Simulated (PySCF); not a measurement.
# ZrCl4 (zirconium tetrachloride) at 5 levels

Wanted: a comparison of 5 runs (HF/STO-3G, HF/3-21G, B2PLYP/def2-SVP, wB97M-V/def2-SVP, SCS-MP2/def2-SVP) of ZrCl4 (zirconium tetrachloride). 

The results are computed with PySCF 2.14.0.

2 further runs of the same task are left out: 2 set aside as unsound or not needed.

## Step 1: The system as given

ZrCl4 has 5 atoms, charge 0, and is taken as a singlet. SMILES: `Cl[Zr](Cl)(Cl)Cl`. The shape is that of a PBE0-D4/def2-TZVP optimisation.

Bond lengths: Cl1–Zr2 2.316 Å, Zr2–Cl3 2.316 Å, Zr2–Cl4 2.316 Å, Zr2–Cl5 2.316 Å. Angles: Cl1–Zr2–Cl3 109.5°, Cl1–Zr2–Cl4 109.5°, Cl1–Zr2–Cl5 109.5°, Cl3–Zr2–Cl4 109.5°, Cl3–Zr2–Cl5 109.5°, Cl4–Zr2–Cl5 109.5°.

## Step 2: A single-point energy at HF/STO-3G (run 1)

File job.py:

```python
from pyscf import gto, scf

system = gto.Mole()
system.atom = '''
Cl    -0.207813    -0.436149     4.349790
Zr     0.000038     0.000000    -0.000038
Cl     2.920383    -2.833115    -1.612428
Cl    -3.933937    -0.812733    -1.737150
Cl     1.221292     4.082016    -1.000175
'''
system.verbose = 4
system.max_memory = 1860
system.basis = 'sto-3g'
system.charge = 0
system.unit = 'bohr'
system.build()

mf = scf.RHF(system)
mf.conv_tol = 1e-10
mf.kernel()
if not mf.converged:
    mf = mf.newton().run(mf.mo_coeff, mf.mo_occ)

energy = mf.e_tot
print(f'total energy: {energy:.8f} hartree')
```

Run with:

```bash
$ OMP_NUM_THREADS=1 python job.py
```

Standard output:

```text
PySCF version 2.14.0

[INPUT] num. atoms = 5
[INPUT] num. electrons = 108
[INPUT] charge = 0
[INPUT] spin (= nelec alpha-beta = 2S) = 0
[INPUT] symmetry False subgroup None
[INPUT] Mole.unit = bohr
[INPUT] Symbol           X                Y                Z      unit          X                Y                Z       unit  Magmom
[INPUT]  1 Cl    -0.109969903733  -0.230800111366   2.301809740288 AA   -0.207813000000  -0.436149000000   4.349790000000 Bohr   0.0
[INPUT]  2 Zr     0.000020108734   0.000000000000  -0.000020108734 AA    0.000038000000   0.000000000000  -0.000038000000 Bohr   0.0
[INPUT]  3 Cl     1.545400130758  -1.499219893916  -0.853260151849 AA    2.920383000000  -2.833115000000  -1.612428000000 Bohr   0.0
[INPUT]  4 Cl    -2.081749809595  -0.430079782163  -0.919260191950 AA   -3.933937000000  -0.812733000000  -1.737150000000 Bohr   0.0
[INPUT]  5 Cl     0.646279894279   2.160109841811  -0.529269816932 AA    1.221292000000   4.082016000000  -1.000175000000 Bohr   0.0

nuclear repulsion = 864.110412786997
number of shells = 31
number of NR pGTOs = 189
number of NR cGTOs = 63
basis = sto-3g
ecp = {}

******** <class 'pyscf.scf.hf.RHF'> ********
method = RHF
initial guess = minao
damping factor = 0
level_shift factor = 0
DIIS = <class 'pyscf.scf.diis.CDIIS'>
diis_start_cycle = 1
diis_space = 8
diis_damp = 0
SCF conv_tol = 1e-10
SCF conv_tol_grad = None
SCF max_cycles = 50
direct_scf = True
direct_scf_tol = 1e-13
Set gradient conv threshold to 1e-05
Initial guess from minao.
init E= -5314.08965390486
  HOMO = -0.684274848885766  LUMO = -0.151488306635518  gap/eV = 14.49786
cycle= 1 E= -5321.84506568235  delta_E= -7.76  |g|= 0.357  |ddm|= 3.37
  HOMO = -0.413486715602504  LUMO = 0.10563632658577  gap/eV = 14.12606
cycle= 2 E= -5321.89137138216  delta_E= -0.0463  |g|= 0.144  |ddm|= 0.891
  HOMO = -0.416474166111006  LUMO = 0.162007520217301  gap/eV = 15.74129
cycle= 3 E= -5321.89892559437  delta_E= -0.00755  |g|= 0.0173  |ddm|= 0.292
  HOMO = -0.41611788475769  LUMO = 0.158510226533634  gap/eV = 15.63643
cycle= 4 E= -5321.89908188813  delta_E= -0.000156  |g|= 0.00291  |ddm|= 0.0402
  HOMO = -0.416025621080876  LUMO = 0.158571983487335  gap/eV = 15.63560
cycle= 5 E= -5321.89908818578  delta_E= -6.3e-06  |g|= 0.000291  |ddm|= 0.0116
  HOMO = -0.416009571554418  LUMO = 0.158581712941439  gap/eV = 15.63543
cycle= 6 E= -5321.89908824311  delta_E= -5.73e-08  |g|= 3.34e-05  |ddm|= 0.000999
  HOMO = -0.416007838313134  LUMO = 0.158587711663861  gap/eV = 15.63554
cycle= 7 E= -5321.89908824384  delta_E= -7.36e-10  |g|= 5.62e-06  |ddm|= 0.000103
  HOMO = -0.416007450005521  LUMO = 0.158587342445707  gap/eV = 15.63552
cycle= 8 E= -5321.89908824388  delta_E= -3.82e-11  |g|= 7.07e-07  |ddm|= 2.42e-05
  HOMO = -0.416007432382281  LUMO = 0.158587326227798  gap/eV = 15.63552
Extra cycle  E= -5321.8990882439  delta_E= -2.18e-11  |g|= 2.87e-07  |ddm|= 2.04e-06
converged SCF energy = -5321.8990882439
total energy: -5321.89908824 hartree
```

Wall time 4.5 s (1 thread of Intel Xeon at 2.50GHz (Skylake/Cascade Lake), shared host); peak memory 0.12 GiB.

## Step 3: A single-point energy at HF/3-21G (run 2)

File input.py:

```python
from pyscf import gto

mol = gto.M(
    atom=[
    ('Cl', (-0.109970, -0.230800, 2.301810)),
    ('Zr', (0.000020, 0.000000, -0.000020)),
    ('Cl', (1.545400, -1.499220, -0.853260)),
    ('Cl', (-2.081750, -0.430080, -0.919260)),
    ('Cl', (0.646280, 2.160110, -0.529270)),
],
    verbose=3,
    basis='3-21g',
    charge=0,
    max_memory=1860,
)

calc0 = mol.RHF()
calc0.conv_tol = 1e-10
calc0.kernel()
if not calc0.converged:
    calc0 = calc0.newton().run(calc0.mo_coeff, calc0.mo_occ)

etot = calc0.e_tot
print('E(%s) = %.9f' % ('HF', etot))
```

Run with:

```bash
$ OMP_NUM_THREADS=1 python input.py
```

Standard output:

```text
converged SCF energy = -5351.55863894898
E(HF) = -5351.558638949
```

Wall time 6 s (1 thread of Intel Xeon at 2.50GHz (Skylake/Cascade Lake), shared host); peak memory 0.17 GiB.

Runs 3 to 4 aren't shown in full; the table further down has their settings and results.

## Step 4: A single-point energy at SCS-MP2/def2-SVP (core potential) (run 5)

File input.py:

```python
# Cl[Zr](Cl)(Cl)Cl
from pyscf import gto, scf, mp

molecule = gto.M(
    atom='''
Cl  -0.109970  -0.230800   2.301810
Zr   0.000020   0.000000  -0.000020
Cl   1.545400  -1.499220  -0.853260
Cl  -2.081750  -0.430080  -0.919260
Cl   0.646280   2.160110  -0.529270
''',
    max_memory=1860,
    ecp={'Zr': 'def2-svp'},
    verbose=3,
    basis='def2-svp',
)

mf = scf.RHF(molecule)
mf.conv_tol = 1e-10
mf.kernel()
if not mf.converged:
    mf = mf.newton().run(mf.mo_coeff, mf.mo_occ)

pt = mp.MP2(mf, frozen=20).run()
e_final = mf.e_tot + 1.2 * pt.e_corr_os + pt.e_corr_ss / 3
print('Final energy', e_final)
```

Run with:

```bash
$ OMP_NUM_THREADS=1 python input.py
```

Standard output:

```text
converged SCF energy = -1884.28659243673
E(RMP2) = -1885.05495193051  E_corr = -0.768359493785692
E(SCS-RMP2) = -1885.01428190314  E_corr = -0.727689466411559
Final energy -1885.014281903137
```

It took 11 s on 1 thread of Intel Xeon at 2.50GHz (Skylake/Cascade Lake), shared host; peak memory 0.29 GiB.

## Step 5: All runs side by side

```tsv
run	level	core potential	frozen core orbitals	energy (Eh)	dipole moment (D) of the reference	HOMO energy (eV)	LUMO energy (eV)	wall time
1	HF/STO-3G	–	–	-5321.899088	0.00	-11.32	4.32	4.5 s
2	HF/3-21G	–	–	-5351.558639	0.00	-13.41	-0.86	6 s
3	B2PLYP/def2-SVP (core potential)	def2-svp	20	-1886.900848	0.00	-10.85	-1.26	47 s
4	wB97M-V/def2-SVP (core potential)	def2-svp	–	-1887.441509	0.00	-11.87	-0.45	4.8 min
5	SCS-MP2/def2-SVP (core potential)	def2-svp	20	-1885.014282	0.00	-13.01	1.03	11 s
```

## Step 6: Summary of results

| quantity | value |
| --- | --- |
| run 5: total energy | -1885.01428 Eh |
| run 5: dipole moment (Hartree–Fock density) | 0.00 D |
| run 5: HOMO energy (Hartree–Fock orbitals) | -13.01 eV |
| run 5: LUMO energy (Hartree–Fock orbitals) | 1.03 eV |
| run 5: HOMO–LUMO gap (Hartree–Fock orbitals) | 14.04 eV |
| run 5: correlation energy (20 core orbitals frozen) | -727.7 mEh |

In words: Over runs 1, 2, 3, 4 the HOMO–LUMO gap runs from 9.59 eV (B2PLYP/def2-SVP) to 15.64 eV (HF/STO-3G). The two ends differ in method and basis and core potential. A double hybrid's value is that of its SCF part. Totals of different functionals can't be ranked against each other. Some runs of one species differ in core potentials or relativity; totals across that change don't compare. In run 1 the basis is minimal, so the values are rough. In runs 1, 2 relativity is left out where basis or elements ask for it. All runs together took 5.9 min, the longest 4.8 min.
